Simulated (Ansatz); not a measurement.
# CH₄GeO₂: how energies converge with the basis set

The task here is to estimate one member of a computed series from the others.

Program: Ansatz 0.2.0, Gaussian basis. Level of theory: one geometry, several basis sets. These are calculated values, not measurements.

Levels to be run: PBE0-D4/def2-SVP; ωB97M-V/def2-SVP; PBE0-D4/def2-QZVPP; ωB97M-V/def2-QZVPP; the functionals' def2-TZVPP values are taken from earlier runs.

## Structure used throughout

An earlier PBE0-D4 in a triple-zeta def2 set relaxation fixed the geometry.

8 atoms, charge 0, spin multiplicity 1.

Atoms are counted from 1 here; the program's logs count them from 0.

Bond lengths: O1–Ge2 1.764 Å, O1–H5 0.960 Å, Ge2–C3 1.882 Å, Ge2–O4 1.819 Å, Ge2–H6 1.525 Å, C3–O4 1.442 Å, C3–H7 1.090 Å, C3–H8 1.090 Å. Angles: Ge2–O1–H5 113.0°, O1–Ge2–C3 118.1°, O1–Ge2–O4 114.1°, O1–Ge2–H6 113.1°, C3–Ge2–O4 45.8°, C3–Ge2–H6 128.8°, O4–Ge2–H6 113.4°, Ge2–C3–O4 64.8°, Ge2–C3–H7 121.3°, Ge2–C3–H8 118.2°, O4–C3–H7 115.0°, O4–C3–H8 114.7°, H7–C3–H8 113.6°, Ge2–O4–C3 69.4°.

The first run:

Contents of in.yaml:

```yaml
crystal:
  periodic: [false, false, false]
  atoms:
    - {symbol: O, position_ang: [-1.684557, 0.608028, -0.705559]}
    - {symbol: Ge, position_ang: [-0.216129, 0.514345, 0.267768]}
    - {symbol: C, position_ang: [1.158097, -0.633836, -0.309935]}
    - {symbol: O, position_ang: [0.283833, -1.181136, 0.697861]}
    - {symbol: H, position_ang: [-2.475190, 0.752392, -0.179825]}
    - {symbol: H, position_ang: [-0.229296, 1.463360, 1.461213]}
    - {symbol: H, position_ang: [2.190281, -0.485341, 0.006243]}
    - {symbol: H, position_ang: [1.065159, -1.094811, -1.293469]}
basis:
  gaussian: {orbitals: def2-SVP}
hamiltonian: {xc: pbe0, dispersion: d4}
output: {orbitals: {seedname: orbitals}}
```

Launch:

```console
> ansatz run in.yaml --threads 2 --pin off --events-out ev --progress --plain --max-ram 4352MiB
```

Among the steps run: PBE0-D4 in def2-SVP; ωB97M-V in def2-SVP; PBE0-D4 in def2-QZVPP; ωB97M-V in def2-QZVPP.

One of the session's tables, all rows but one given; the rest of the session is left out.

It belongs to the step «Functionals by basis». 

| functional | basis | HOMO (eV) |
| --- | --- | --- |
| PBE0-D4 | def2-SVP | -7.11 |
| PBE0-D4 | def2-TZVPP | -7.22 |
| PBE0-D4 | def2-QZVPP | ? |
| ωB97M-V | def2-SVP | -9.30 |
| ωB97M-V | def2-TZVPP | -9.43 |
| ωB97M-V | def2-QZVPP | -9.48 |

Estimate the missing values for PBE0-D4, def2-QZVPP.

As computed: HOMO (eV): -7.27. In the column «HOMO (eV)» it lies between ωB97M-V, def2-SVP (-9.30) and PBE0-D4, def2-TZVPP (-7.22).
